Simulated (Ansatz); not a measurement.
# MgI2: how the settings move a single-point run

How sensitive is a single-point run of MgI2 to its settings? A reference run comes first, then one run with altered input.

The COD entry's cell or inner coordinates are ideal or old and differ from later refinements, so a difference from it is no clean test against experiment.

Method: reference: DFT, r2SCAN, all-electron PAW with datasets made for the crystal, scalar-relativistic, in Ansatz 0.2.0.

1 further run of the same task is left out (it didn't finish).

**1. Starting point**

It takes space group Cm (No. 8, monoclinic). Conventional cell: a = 7.171 Å, b = 4.140 Å, c = 6.880 Å, α = 90.00°, β = 90.00°, γ = 90.00°. Mg (site symmetry m) has 5 I at 2.06 to 3.06 Å as nearest neighbours. Around I (site symmetry m) lie 1 Mg at 2.06 Å. Around I (site symmetry m) lie 3 Mg at 2.98 to 3.39 Å.

Coordinates:

```
Mg I
1.0
     4.14000    0.00000    0.00000
    -2.07000    3.58535    0.00000
     0.00000    0.00000    6.88000
Mg I
1 2
Direct
  0.90000 0.95000 0.03750
  0.43333 0.71667 0.21250
  0.66667 0.33333 0.75000
```

**2. Reference**

File input.yaml:

```yaml
crystal:
  lattice:
    - [4.14, 0.0, 0.0]
    - [-2.07, 3.5853451717, 0.0]
    - [0.0, 0.0, 6.88]
  atoms:
    - { symbol: Mg, position: [-0.1, -0.05, 0.0375] }
    - { symbol: I, position: [0.4333333333, 0.7166666667, 0.2125] }
    - { symbol: I, position: [0.6666666667, 0.3333333333, 0.75] }
kpoints:
  mp_grid: { grid: [7, 7, 4] }
scf:
  occupations: { method: fermi_dirac, width: 0.03 }
hamiltonian:
  xc: r2scan
  pseudopotentials: { kind: all_electron, datasets: crystal }
output:
  forces: true
  stress: true
  eigenvalues: true
  efg: { contact_densities: true }
```

Launch:

```sh
> ansatz run input.yaml --threads 1 --pin off --max-ram 3072MiB --backend cpu --events-out ev --progress --plain --runs-dir out
```

**3. Variant: mp_grid.shift [0.5, 0.5, 0.5], occupations.method methfessel_paxton, occupations.width 0.15, n_extra_bands 16**

Edit input.yaml of step 2 so:

```diff
@@ -10,5 +10,6 @@
 kpoints:
-  mp_grid: { grid: [7, 7, 4] }
+  mp_grid: { grid: [7, 7, 4], shift: [0.5, 0.5, 0.5] }
 scf:
-  occupations: { method: fermi_dirac, width: 0.03 }
+  occupations: { method: methfessel_paxton, width: 0.15 }
+  n_extra_bands: 16
 hamiltonian:
```

Before running it: what results should come out? Wanted: for each run, ending; energy change; pressure; gap; force.

The runs gave:

| run | ending | energy change | pressure (GPa) | gap (eV) | force (eV/Å) | cycles | time |
| --- | --- | --- | --- | --- | --- | --- | --- |
| reference | converged | 0 | 12.5 | 3.04 | 11.87 | 11 | 1.9 min |
| 1: mp_grid.shift [0.5, 0.5, 0.5], occupations.method methfessel_paxton, occupations.width 0.15, n_extra_bands 16 | converged | -0.1 meV/atom (σ→0) | 12.5 | 3.06 | 11.87 | 12 | 3.8 min |

Residual by cycle in the longest SCF loop of each run; runs are numbered as in the table. The quantity is the density residual dr2, in eV.

```
cycle  reference    run 1
    1       1.08     1.08
    2      0.315    0.242
    3    0.00524   0.0107
    4    0.00228  0.00102
    5     1.5e-4   9.5e-5
    6     1.8e-5   1.7e-5
    7     1.3e-6   1.7e-6
    8     7.3e-8   2.1e-7
    9     8.7e-9   1.1e-8
   10     7.2e-9   2.5e-9
   11     2.1e-9   1.8e-8
   12          -  4.2e-10
```

Changing the k-point mesh, smearing and band count moves the energy by -0.1 meV/atom (σ→0 values), and the gap on the mesh goes from 3.04 to 3.06 eV. More than one kind of setting changed, and this run alone doesn't tell their shares apart. A gap read on a mesh depends on which points the mesh holds, and a coarse mesh shifts the density too. Cost: 12 SCF cycles against 11, 3.8 min against 1.9 min. The structure is not at rest: the sound run finds 12 GPa, so these are no properties of the relaxed crystal.  The gap of the reference lacks spin-orbit coupling, though the cell holds I.

The gaps are Kohn-Sham values of a semilocal functional, not quasiparticle or optical gaps. Such gaps usually fall short of the measured ones; spin-orbit coupling, left out here, narrows gaps with I, so the two errors partly cancel.
